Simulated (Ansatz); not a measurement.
# Y2Tl3Sn3: a relaxation

Wanted: a converged relaxation for Y2Tl3Sn3, and a check of what comes out. The structure is shown as the input types it.

Computed with Ansatz 0.2.0 (DFT r2SCAN, scalar-relativistic, plane waves, PAW; settings changed (as first typed), unless a step's input says otherwise).

## (1) The system as given

It takes space group Pmmm (No. 47, orthorhombic). Conventional cell: a = 4.689 Å, b = 4.758 Å, c = 9.602 Å, α = 90.00°, β = 90.00°, γ = 90.00°. Around Y (site symmetry mm2) lie 6 Tl at 3.29 to 3.44 Å and 6 Sn at 3.32 to 3.34 Å. Sn (site symmetry mm2) is surrounded by 2 Sn at 3.32 Å and 4 Y at 3.34 Å and 6 Tl at 3.34 to 3.42 Å. Sn (site symmetry mmm) is surrounded by 4 Sn at 3.32 Å and 4 Y at 3.32 Å and 4 Tl at 3.34 Å. Tl (site symmetry mmm) has 4 Tl at 3.34 Å and 4 Sn at 3.40 Å and 4 Y at 3.44 Å as nearest neighbours. Tl (site symmetry mmm) has 4 Y at 3.29 Å and 8 Sn at 3.34 Å as nearest neighbours. Around Tl (site symmetry mmm) lie 4 Tl at 3.34 Å and 4 Y at 3.42 Å and 4 Sn at 3.42 Å.

Coordinates:

```
CELL_PARAMETERS angstrom
4.68873 0.00000 0.00000
0.00000 4.75761 0.00000
0.00000 0.00000 9.60243
ATOMIC_POSITIONS crystal
Y 0.00000 0.00000 0.25894
Y 0.00000 0.00000 0.74106
Sn 0.50000 0.50000 0.25574
Sn 0.50000 0.50000 0.74426
Sn 0.00000 0.50000 0.50000
Tl 0.00000 0.50000 0.00000
Tl 0.50000 0.00000 0.50000
Tl 0.50000 0.00000 0.00000
```

## (2) The calculation

File input.yaml:

```yaml
crystal:
  lattice:
    - [4.6887306377, 0.0, 0.0]
    - [0.0, 4.7576138506, 0.0]
    - [0.0, 0.0, 9.6024265183]
  atoms:
    - { symbol: "Y", position: [0.0, 0.0, 0.2589360478], spin: 2.0 }
    - { symbol: "Y", position: [0.0, 0.0, 0.7410639522] }
    - { symbol: Sn, position: [0.5, 0.5, 0.2557443011] }
    - { symbol: Sn, position: [0.5, 0.5, 0.7442556989] }
    - { symbol: Sn, position: [0.0, 0.5, 0.5] }
    - { symbol: Tl, position: [0.0, 0.5, 0.0] }
    - { symbol: Tl, position: [0.5, 0.0, 0.5] }
    - { symbol: Tl, position: [0.5, 0.0, 0.0] }
basis:
  ecutwfc: 500
kpoints:
  mp_grid: { grid: [8, 8, 4] }
hamiltonian:
  xc: r2scan
scf:
  occupations: { method: gaussian, width: 0.05 }
  max_iter: 100
output:
  forces: true
  eigenvalues: true
  stress: true
relax:
  adjacent_minimum: "off"
  f_tol: 0.01
  max_steps: 50
  cell: { stress_tol: 0.1 }
```

Run with:

```
> ansatz run input.yaml --threads 8 --pin off --max-ram 14336MiB --backend cpu --events-out ev --progress --plain --runs-dir out
```

**Question.** How will this run end, and is anything wrong with its input?

Nothing was computed: the input was turned down at the start. Its message: «inconsistent input (magnetization.spin_polarized): false but per-atom `spin:`, `per_species`, `initial_magnetization`, `magnetic_field`, or `spin_locking` is set»

Starting moments are given, but spin polarisation is off.

Fix: switch spin polarisation on, or remove the moments.
